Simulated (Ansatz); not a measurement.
**In3As in Ansatz: convergence with smearing width**

In3As:

```
CELL_PARAMETERS angstrom
4.67168 0.00000 0.00000
0.00000 4.67168 0.00000
0.00000 0.00000 4.67168
ATOMIC_POSITIONS crystal
In 0.50000 0.50000 0.00000
In 0.50000 0.00000 0.50000
In 0.00000 0.50000 0.50000
As 0.00000 0.00000 0.00000
```

The cell comes from a database or a generator and needn't be the stable form of this composition.

- Program: Ansatz 0.2.0
- Task: convergence study
- Functional: r2SCAN
- Potentials or basis: PseudoDojo standard (PBE files)
- Cutoff: 1143 eV
- Density cutoff: 4572 eV
- k mesh: 5 × 5 × 5
- Occupations: fermi-dirac, width 0.3 eV
- Spin: no spin polarisation

These are the settings of the first run; the series varies smearing width, with any setting tied to it.

Hardware: 2 threads of Arm Neoverse V1, on a shared host.

| smearing width | energy less the tightest run, at zero smearing (meV/atom) | pressure (GPa) | SCF cycles | CPU time (s) | peak memory (GiB) |
| --- | --- | --- | --- | --- | --- |
| 0.3 eV | -6.32 | -0.83 | 9 | 22 | 0.96 |
| 0.2 eV | -1.89 | -0.82 | 9 | 21 | 0.95 |
| 0.15 eV | -0.38 | -0.77 | 9 | 21 | 0.95 |
| 0.1 eV | 0.31 | -0.69 | 9 | 20 | 0.95 |
| 0.05 eV | 0.13 | -0.58 | 8 | 19 | 0.95 |
| 0.025 eV | -0.23 | -0.52 | 8 | 19 | 0.95 |
| 0.01 eV | -0.06 | -0.52 | 8 | 19 | 0.95 |
| 0.005 eV | 0.00 | -0.53 | 8 | 19 | 0.95 |

Against the tightest run, the energy stays within 1 meV/atom from 0.15 eV on; the pressure stays within 0.1 GPa from 0.05 eV on. Narrower smearing needs a denser k mesh, so at a fixed mesh the narrowest width isn't the most accurate. The tightest run that finished is the yardstick and may itself not be fully converged.

Caveat, for the tightest run too: the meta-GGA runs on potentials made for a GGA; the potentials were made for another functional, which shifts forces and pressure.
